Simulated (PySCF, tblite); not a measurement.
**C5H7BClN2 radical: geometry, infrared bands and EPR parameters**

What infrared bands and EPR parameters should C5H7BClN2 radical (`[CH2][C@H](C=C)NB(Cl)C#N`) show?

The runs use tblite 0.8.0 and PySCF 2.14.0, with density-fitted response routines of our own; the level of theory stands in each step. All values are computed, except where a source is named. Atoms count from 0, in the outputs and in this text.

## Step 1: Starting geometry

16 atoms, charge 0, multiplicity 2; geometry from: force field or distance geometry start.

Bonds of the start (Å): C0–C1 1.52, C1–C2 1.47, C2–C3 1.36, C1–N4 1.42, N4–B5 1.48, B5–Cl6 1.85, B5–C7 1.56, C7–N8 1.16, C0–H9 1.12, C0–H10 1.12, C1–H11 1.12, C2–H12 1.09, C3–H13 1.10, C3–H14 1.09, N4–H15 1.01.

## Step 2: Relaxing the molecule with GFN2-xTB

Job settings and geometry (Å):

```
{"job": {"kind": "relax", "xc": "GFN2-xTB", "basis": "xTB"}, "charge": 0, "multiplicity": 2}
C     -1.314700    -0.629600     1.635200
C     -0.382500    -0.129900     0.544300
C     -0.983600    -0.308000    -0.785100
C     -1.492200     0.734500    -1.486900
N      0.895200    -0.730000     0.714700
B      1.963400    -0.381500    -0.251800
Cl     2.764000    -1.597300    -1.398900
C      2.448400     1.101200    -0.297300
N      2.818600     2.199500    -0.334100
H     -2.236200     0.006200     1.672000
H     -0.830900    -0.613900     2.645700
H     -0.265400     0.964800     0.723200
H     -1.018600    -1.325800    -1.170100
H     -1.933700     0.550400    -2.473200
H     -1.445500     1.722400    -1.037400
H      1.006200    -1.554000     1.288400
```

Run with:

```console
$ OMP_NUM_THREADS=1 python probes_run.py task.json out
```

The driver reads the jobs from task.json and runs them one after another.

The program printed:

```text
step      E/eV     max force
  0    -700.82192    3.551
  1    -701.14782    3.336
  2    -701.20549    4.468
  3    -701.36935    1.814
  4    -701.45165    1.001
  5    -701.50811    0.579
  6    -701.55681    0.781
  7    -701.60314    0.837
  8    -701.68807    1.074
  9    -701.74568    0.673
 10    -701.79300    0.414
 11    -701.82146    0.536
 12    -701.85797    0.581
 13    -701.88102    0.429
 14    -701.90046    0.376
 15    -701.92156    0.439
 16    -701.95035    0.826
 17    -701.97849    0.728
 18    -701.99661    0.332
 19    -702.00812    0.291
 20    -702.02200    0.345
 21    -702.03817    0.478
 22    -702.05251    0.332
 23    -702.06268    0.277
 24    -702.07062    0.380
 25    -702.07969    0.357
 26    -702.09109    0.244
 27    -702.10068    0.308
 28    -702.11045    0.362
 29    -702.12112    0.308
 30    -702.13088    0.230
 31    -702.13793    0.285
 32    -702.14321    0.310
 33    -702.14867    0.208
 34    -702.15519    0.212
 35    -702.16496    0.196
 36    -702.16936    0.187
 37    -702.17516    0.153
 38    -702.17808    0.134
 39    -702.17984    0.116
 40    -702.18092    0.106
 41    -702.18180    0.073
 42    -702.18251    0.053
 43    -702.18289    0.042
 44    -702.18319    0.051
 45    -702.18340    0.039
 46    -702.18358    0.036
 47    -702.18379    0.042
 48    -702.18409    0.076
 49    -702.18449    0.087
 50    -702.18492    0.061
 51    -702.18535    0.055
 52    -702.18581    0.065
 53    -702.18639    0.108
 54    -702.18708    0.117
 55    -702.18775    0.076
 56    -702.18835    0.061
 57    -702.18902    0.073
 58    -702.18986    0.125
 59    -702.19087    0.132
 60    -702.19186    0.098
 61    -702.19280    0.103
 62    -702.19387    0.138
 63    -702.19530    0.175
 64    -702.19680    0.132
 65    -702.19822    0.150
 66    -702.19935    0.143
 67    -702.20058    0.166
 68    -702.20228    0.125
 69    -702.20587    0.170
 70    -702.20757    0.139
 71    -702.20952    0.243
 72    -702.21246    0.082
 73    -702.21466    0.124
 74    -702.21587    0.088
 75    -702.21689    0.114
 76    -702.21747    0.047
 77    -702.21773    0.043
 78    -702.21794    0.034
 79    -702.21821    0.044
 80    -702.21853    0.051
 81    -702.21885    0.049
 82    -702.21917    0.037
 83    -702.21950    0.044
 84    -702.21985    0.041
 85    -702.22020    0.037
 86    -702.22051    0.033
 87    -702.22072    0.030
 88    -702.22086    0.032
 89    -702.22100    0.037
 90    -702.22115    0.025
 91    -702.22125    0.034
 92    -702.22131    0.023
 93    -702.22135    0.018
 94    -702.22140    0.014
 95    -702.22144    0.021
 96    -702.22149    0.023
 97    -702.22154    0.030
 98    -702.22159    0.027
 99    -702.22164    0.023
100    -702.22169    0.014
101    -702.22174    0.016
102    -702.22180    0.017
103    -702.22185    0.019
104    -702.22192    0.024
105    -702.22203    0.031
106    -702.22217    0.040
107    -702.22235    0.047
108    -702.22254    0.048
109    -702.22270    0.036
110    -702.22286    0.037
111    -702.22305    0.040
112    -702.22334    0.039
113    -702.22359    0.031
114    -702.22376    0.027
115    -702.22389    0.036
116    -702.22401    0.043
117    -702.22415    0.048
118    -702.22432    0.040
119    -702.22444    0.031
120    -702.22451    0.022
121    -702.22459    0.022
122    -702.22473    0.023
123    -702.22492    0.027
124    -702.22510    0.023
125    -702.22520    0.018
126    -702.22524    0.017
127    -702.22528    0.014
128    -702.22531    0.017
129    -702.22535    0.016
130    -702.22539    0.017
131    -702.22542    0.021
132    -702.22546    0.014
133    -702.22549    0.020
134    -702.22550    0.022
135    -702.22551    0.011
136    -702.22552    0.008
```

It took 0.83 s on 1 thread of Arm Neoverse V2, shared host.

Relaxation path: (not every step is listed)

```csv
step,energy from step 0 (eV),largest force (eV/Å)
0,0.0000,3.5508
1,-0.3259,3.3361
2,-0.3836,4.4676
3,-0.5474,1.8137
4,-0.6297,1.0011
5,-0.6862,0.5787
6,-0.7349,0.7808
7,-0.7812,0.8370
8,-0.8662,1.0738
20,-1.2001,0.3449
32,-1.3213,0.3098
44,-1.3613,0.0509
56,-1.3664,0.0614
68,-1.3804,0.1252
80,-1.3966,0.0511
92,-1.3994,0.0228
104,-1.4000,0.0243
116,-1.4021,0.0429
128,-1.4034,0.0166
131,-1.4035,0.0208
132,-1.4035,0.0141
133,-1.4036,0.0203
134,-1.4036,0.0216
135,-1.4036,0.0110
136,-1.4036,0.0078
```

Distances of close pairs at the start and the end, largest changes first:

| bond | before (Å) | after (Å) | change (Å) |
| --- | --- | --- | --- |
| B5–Cl6 | 1.853 | 1.738 | -0.115 |
| N4–B5 | 1.482 | 1.381 | -0.101 |
| C1–C2 | 1.470 | 1.521 | +0.051 |
| C0–H9 | 1.120 | 1.071 | -0.049 |
| C0–H10 | 1.120 | 1.074 | -0.047 |
| C0–C1 | 1.519 | 1.473 | -0.046 |
| C2–C3 | 1.356 | 1.321 | -0.035 |
| C1–N4 | 1.422 | 1.453 | +0.031 |

The final coordinates are the input of the step that follows.

## Step 3: Infrared spectrum with GFN2-xTB

Job settings and geometry (Å):

```
{"job": {"kind": "ir", "xc": "GFN2-xTB", "basis": "xTB"}, "charge": 0, "multiplicity": 2}
C     -1.091325    -0.347265     1.636172
C     -0.259902     0.002657     0.471222
C     -1.174432    -0.234804    -0.720503
C     -1.740578     0.734904    -1.416293
N      0.937232    -0.812771     0.360628
B      2.198926    -0.384942    -0.001980
Cl     3.505584    -1.525388    -0.116555
C      2.463898     1.091891    -0.309818
N      2.660547     2.197015    -0.545965
H     -1.786977     0.369591     2.021763
H     -1.183711    -1.372084     1.942225
H      0.034452     1.056409     0.488672
H     -1.371683    -1.275009    -0.938468
H     -2.410676     0.526497    -2.232820
H     -1.552351     1.773000    -1.200534
H      0.763395    -1.790757     0.550843
```

The program printed:

```text
mode    cm-1     km/mol
  1      23.7      1.54
  2      51.9      0.19
  3      86.3      1.76
  4     104.5      2.78
  5     150.6      3.67
  6     195.8      0.41
  7     213.8      8.72
  8     233.2      1.59
  9     288.3      0.99
 10     355.0      2.27
 11     381.0      4.68
 12     440.2      2.61
 13     474.5      5.38
 14     520.5     10.60
 15     534.2     52.50
 16     641.4     20.70
 17     643.7      3.25
 18     687.2     88.09
 19     860.4     17.10
 20     883.5     18.96
 21     916.5      1.41
 22     938.6     41.97
 23    1002.8     23.50
 24    1051.2      8.42
 25    1115.1     60.30
 26    1130.6      1.54
 27    1217.1      3.68
 28    1233.1      7.95
 29    1275.4      5.85
 30    1313.4      9.78
 31    1386.3      2.37
 32    1398.7      2.19
 33    1448.1    367.34
 34    1672.8     15.65
 35    2359.5     30.01
 36    2943.3     15.34
 37    3069.1     22.12
 38    3104.3      6.71
 39    3131.8     19.13
 40    3133.2     19.93
 41    3190.8     18.54
 42    3423.3     17.42
```

It took 0.47 s on 1 thread of Arm Neoverse V2, shared host.

Which atoms move in the most intense modes:

```csv
cm⁻¹,km/mol,atoms
534,52.5,"B5 25 %, C7 17 %, H10 17 %, C0 15 %"
687,88.1,"H15 65 %, N4 20 %"
939,42.0,B5 54 %
1003,23.5,"H12 49 %, H14 41 %"
1115,60.3,"C1 31 %, N4 22 %"
1448,367.3,"N4 46 %, B5 33 %"
2360,30.0,"C7 58 %, N8 41 %"
3069,22.1,H12 91 %
```

## Step 4: EPR parameters: B3LYP/pcH-1

Settings changed since step 3:

```diff
@@ -1,2 +1,2 @@
-{"job": {"kind": "ir", "xc": "GFN2-xTB", "basis": "xTB"}, "charge": 0, "multiplicity": 2}
+{"job": {"kind": "epr", "basis": "pcH-1"}, "charge": 0, "multiplicity": 2}
 C     -1.091325    -0.347265     1.636172
```

With the program's defaults for keys left out, this is: UKS B3LYP, pcH-1 on B C Cl H N, non-relativistic, mean-field spin-orbit, GIAO.

The program printed:

```text
UKS, coarse grid
  cycle   1  E = -789.25524867  |g| = 3.81e-01
  cycle   2  E = -789.14703526  |g| = 6.26e-01
  cycle   3  E = -789.30984018  |g| = 1.91e-01
  cycle   4  E = -789.32444194  |g| = 5.63e-02
  cycle   5  E = -789.32567476  |g| = 1.97e-02
  cycle   6  E = -789.32584979  |g| = 5.09e-03
  cycle   7  E = -789.32586319  |g| = 2.32e-03
  cycle   8  E = -789.32586626  |g| = 7.47e-04
UKS, final grid
  cycle   1  E = -789.32586991  |g| = 1.11e-03
  cycle   2  E = -789.32586845  |g| = 2.08e-03
  cycle   3  E = -789.32587058  |g| = 2.22e-04
  cycle   4  E = -789.32587061  |g| = 1.05e-04
  cycle   5  E = -789.32587062  |g| = 9.91e-05
  cycle   6  E = -789.32587063  |g| = 2.24e-05
  cycle   7  E = -789.32587063  |g| = 1.20e-05
E = -789.32587063 Eh   <S^2> = 0.7557 (exact 0.7500)
g shifts (ppm)      1          2          3
  rmc          -145       -145       -145
  gc              8         32         33
  oz_so          -4        471        498
  total        -140        359        386
hyperfine (MHz)  atom isotope    a_iso     a_fc   dipolar eigenvalues
    0   13C      93.83      93.94    -80.18    -79.39    159.56
    1   13C     -27.93     -27.94     -2.70     -0.01      2.71
    2   13C      70.36      70.37    -12.49     -1.38     13.87
    3   13C       8.74       8.75     -9.39     -8.25     17.64
    4   14N       4.13       4.13     -0.71     -0.60      1.32
    5   11B       0.84       0.85     -0.68     -0.35      1.03
    6  35Cl       0.24       0.24     -0.35     -0.16      0.50
    7   13C       0.38       0.38     -0.26     -0.19      0.45
    8   14N       0.03       0.03     -0.11     -0.03      0.13
    9    1H     -60.96     -60.97    -38.22     -0.76     38.97
   10    1H     -59.50     -59.51    -38.50     -0.42     38.92
   11    1H      33.20      33.20     -5.65     -3.86      9.51
   12    1H       0.06       0.06     -4.25     -2.64      6.89
   13    1H      -2.86      -2.86     -4.78     -1.14      5.92
   14    1H      -6.12      -6.12     -3.18     -0.73      3.90
   15    1H      -1.00      -1.00     -3.37     -3.23      6.60
```

Run time: 97 s. Hardware: 1 thread of Arm Neoverse V2, shared host; peak memory 1.1 GiB.

Principal g values 2.00218, 2.00268, 2.00271; g(iso) = 2.00252, against 2.00232 for a free electron.

Mean a(iso) over the nuclei that a row names, and the largest dipolar term of the row (other rows stand at the frozen geometry):

| nuclei | isotope | a(iso) (MHz) | a(iso) (G, at g = 2.0023) | largest dipolar term (MHz) |
| --- | --- | --- | --- | --- |
| C0 | 13C | 93.8 | 33.5 | 159.6 |
| C2 | 13C | 70.4 | 25.1 | 13.9 |
| H9, H10 | 1H | -60.2 | -21.5 | 39.0 |
| H11 | 1H | 33.2 | 11.8 | 9.5 |
| C1 | 13C | -27.9 | -10.0 | 2.7 |
| C3 | 13C | 8.7 | 3.1 | 17.6 |
| H14 | 1H | -6.1 | -2.2 | 3.9 |
| N4 | 14N | 4.1 | 1.5 | 1.3 |
| H13 | 1H | -2.9 | -1.0 | 5.9 |
| H15 | 1H | -1.0 | -0.4 | 6.6 |
| B5 | 11B | 0.8 | 0.3 | 1.0 |
| C7 | 13C | 0.4 | 0.1 | 0.5 |
| Cl6 | 35Cl | 0.2 | 0.1 | 0.5 |
| H12 | 1H | 0.1 | 0.0 | 6.9 |

Mulliken spin populations:

C0 1.05; C1 -0.07; C2 -0.02; C3 0.12; N4 0.01; B5 0.00; Cl6 0.00; C7 0.00; N8 0.00; H9 -0.04; H10 -0.04; H11 0.01; H12 0.00; H13 0.00; H14 0.00; H15 0.00

In first order the couplings over 0.8 MHz of 1H, 14N, 11B give 576 distinct lines over 62.2 G, if the averaged nuclei exchange fast.

The fields below are evaluated on a grid from the run's orbitals.

ELF in a plane through or near 4 of the atoms.

Values, 10 rows by 14 columns:
```
0.00 0.00 0.00 0.00 0.00 0.00 0.00 0.00 0.00 0.00 0.00 0.00 0.00 0.00
0.00 0.00 0.00 0.01 0.05 0.02 0.00 0.00 0.00 0.00 0.00 0.00 0.00 0.00
0.00 0.00 0.03 0.37 0.62 0.45 0.03 0.01 0.52 0.74 0.03 0.00 0.00 0.00
0.00 0.00 0.07 0.54 0.79 0.70 0.05 0.01 0.87 0.99 0.25 0.02 0.00 0.00
0.00 0.00 0.01 0.30 0.85 0.79 0.07 0.39 0.11 0.58 0.44 0.06 0.00 0.00
0.00 0.07 0.32 0.18 0.27 0.57 0.58 0.61 0.52 0.25 0.16 0.01 0.00 0.00
0.00 0.03 0.35 0.23 0.10 0.70 0.33 0.59 0.62 0.43 0.05 0.00 0.00 0.00
0.00 0.00 0.02 0.03 0.00 0.05 0.02 0.89 1.00 0.32 0.03 0.00 0.00 0.00
0.00 0.00 0.00 0.00 0.00 0.00 0.01 0.63 0.92 0.07 0.00 0.00 0.00 0.00
0.00 0.00 0.00 0.00 0.00 0.00 0.00 0.00 0.00 0.00 0.00 0.00 0.00 0.00
```
The map spans 12.4 Å across and 10.1 Å up, centred on the molecule. Atoms in the plane (x, y in Å): C1 (0.2, -0.4), C7 (-2.3, 1.3), H10 (0.9, -2.5), H14 (1.8, 1.9).

On the surface of density 0.002 e/bohr³ the electrostatic potential runs, from the 1st to the 99th percentile, from -1.64 V near N8 to 2.22 V near H15.

The spin density lies nearest to C0 61 %; H9, H10 about 9 % each; C3 7 %.

## Step 5: Summary of results

| quantity | value |
| --- | --- |
| strongest single infrared mode (GFN2-xTB) | 1448 cm⁻¹, 367 km/mol |
| zero-point energy (GFN2-xTB) | 70.4 kcal/mol |
| g(iso) (B3LYP) | 2.00252 |
| ⟨S²⟩ | 0.756 (exact 0.75) |
| largest a(iso) (averaged by class) | 13C on C0, 93.8 MHz |
| surface potential, 1st and 99th percentile | -1.64 V and 2.22 V |

What this shows: Relaxing lowered the energy by 1.404 eV in 136 steps; the close pair that moved most is B5–Cl6, from 1.853 to 1.738 Å. No mode is imaginary among the 42: a minimum at this level. The strongest single mode, at 1448 cm⁻¹, moves mainly N4 and B5. GFN2-xTB is a fitted tight-binding method: band positions and strengths are rough. Its intensities can rank the bands wrongly. C0 carries the largest spin population, 1.05 e. The isotropic g lies 0.2 ppt above the free-electron value.
